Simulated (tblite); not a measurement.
# C5H12FNSi2: the cost of one run

Computed with tblite 0.8.0 and PySCF 2.14.0, with density-fitted response routines of our own, on a single molecule in the gas phase. Atoms are numbered from 0 throughout.

## Step 1: The starting structure

21 atoms, charge 0, multiplicity 1; geometry from: force field or distance geometry start.

Bonds of the start (Å): C0–Si1 1.88, Si1–C2 1.84, C2–C3 1.52, C3–C4 1.50, C4–F5 1.40, C3–Si6 1.89, Si6–C7 1.80, C7–N8 1.15, C0–H9 1.11, C0–H10 1.10, C0–H11 1.12, Si1–H12 1.45, Si1–H13 1.50, C2–H14 1.11, C2–H15 1.13, C3–H16 1.09, C4–H17 1.11, C4–H18 1.10, Si6–H19 1.49, Si6–H20 1.47.

## Step 2: Optimising the geometry with GFN2-xTB

Job settings and geometry (Å):

```
{"job": {"kind": "relax", "xc": "GFN2-xTB", "basis": "xTB"}, "charge": 0, "multiplicity": 1}
C      3.243700     0.504000     0.060400
Si     1.858900    -0.635600    -0.487100
C      0.365500    -0.210000     0.493500
C     -0.868000     0.093500    -0.332200
C     -1.309300    -1.067500    -1.179800
F     -2.448000    -0.649400    -1.878500
Si    -2.254700     0.319000     0.928200
C     -2.701400     2.058300     0.976600
N     -2.975700     3.171100     0.990900
H      3.932900    -0.051900     0.723200
H      3.808600     0.896400    -0.799200
H      2.803300     1.342400     0.652800
H      1.668700    -0.638700    -1.924800
H      2.288800    -1.991200    -0.009200
H      0.092100    -0.998000     1.220800
H      0.578700     0.750600     1.059100
H     -0.818000     0.998200    -0.931600
H     -0.527600    -1.359700    -1.914600
H     -1.632000    -1.899500    -0.529500
H     -1.733700    -0.047900     2.270700
H     -3.381800    -0.567100     0.610000
```

Launch:

```
$ OMP_NUM_THREADS=1 python probes_run.py task.json out
```

One launch serves the whole session: the jobs run in the order shown.

Q: Estimate the wall time and peak memory of this first job on 1 thread of Arm Neoverse N1, shared host.

About 2.5 s, with a peak of 0.18 GiB.
